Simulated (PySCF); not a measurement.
# C4HF5: the cost of one run

The runs use PySCF 2.14.0, with density-fitted response routines of our own; the level of theory stands in each step. All values are computed, except where a source is named. Atoms count from 0, in the outputs and in this text.

## Step 1: Starting geometry

10 atoms, charge 0, multiplicity 1; geometry from: GFN2-xTB.

Bonds of the start (Å): F0–C1 1.30, C1–C2 1.31, C2–C3 1.48, C3–F4 1.34, C3–F5 1.34, C3–F6 1.34, C2–C7 1.51, C7–F8 1.36, C7–C1 1.48, C7–H9 1.08.

## Step 2: TDDFT and polarisability: B3LYP/def2-SVPD

The job: settings as JSON, then the geometry in Å.

```
{"job": {"kind": "uv", "xc": "B3LYP", "basis": "def2-SVPD", "nstates": 8, "ntriplets": 3}, "charge": 0, "multiplicity": 1}
F     -1.804680     1.812953    -0.484672
C     -1.151897     0.726707    -0.205948
C     -0.005140     0.111724    -0.079045
C      1.473771     0.122099    -0.125282
F      1.946202     1.306869    -0.527196
F      1.943978    -0.797781    -0.981105
F      2.020920    -0.140489     1.065124
C     -1.252423    -0.686631     0.214224
F     -1.551687    -0.957048     1.515909
H     -1.610161    -1.493748    -0.414538
```

Method: TDDFT B3LYP/def2-SVPD, vertical, gas phase, core orbitals frozen in the response.

Launch:

```bash
> OMP_NUM_THREADS=1 python probes_run.py task.json out
```

The driver reads the jobs from task.json and runs them one after another.

Q: Estimate the wall time and peak memory of this job on 1 thread of Intel Xeon at 2.70GHz, shared host.

About 68 s, with a peak of 0.8 GiB.
